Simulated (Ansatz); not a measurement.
# P: the cost of one run

Method: DFT, PBE, plane-wave PAW, default files, scalar-relativistic, in Ansatz 0.2.0.

## 1. The system as given

The structure is orthorhombic, space group Cmce (No. 64). Conventional cell: a = 3.311 Å, b = 10.319 Å, c = 4.317 Å, α = 90.00°, β = 90.00°, γ = 90.00°. Around P (site symmetry m) lie 3 P at 2.22 to 2.26 Å.

As a file:

```xyz
4
Lattice="1.6555 -5.1595 0.0000 1.6555 5.1595 0.0000 0.0000 0.0000 4.3170" Properties=species:S:1:pos:R:3 pbc="T T T"
P     1.6555   -4.0812    0.3428
P     1.6555   -1.0783    2.5013
P     1.6555    4.0812    3.9742
P     1.6555    1.0783    1.8157
```

## 2. Gradients at the starting positions

input.yaml

```yaml
crystal:
  lattice:
    - [1.65545, -5.1595, 0.0]
    - [1.65545, 5.1595, 0.0]
    - [0.0, 0.0, 4.317]
  atoms:
    - { symbol: P, position: [0.8955, 0.1045, 0.0794] }
    - { symbol: P, position: [0.6045, 0.3955, 0.5794] }
    - { symbol: P, position: [0.1045, 0.8955, 0.9206] }
    - { symbol: P, position: [0.3955, 0.6045, 0.4206] }
kpoints:
  mp_grid: { grid: [14, 14, 10] }
scf:
  occupations: { method: fermi_dirac, width: 0.02 }
hamiltonian:
  xc: pbe
  pseudopotentials: { kind: paw }
output:
  forces: true
  stress: true
  populations: true
  efg: { contact_densities: true }
```

The run is started by

```console
ansatz run input.yaml --threads 1 --pin off --max-ram 3072MiB --backend cpu --events-out ev --progress --plain --runs-dir out
```

What time and memory should one allow on 1 thread of Intel Xeon 6975P-C (Granite Rapids), shared host?

About 13 s, with a peak of 0.61 GiB.
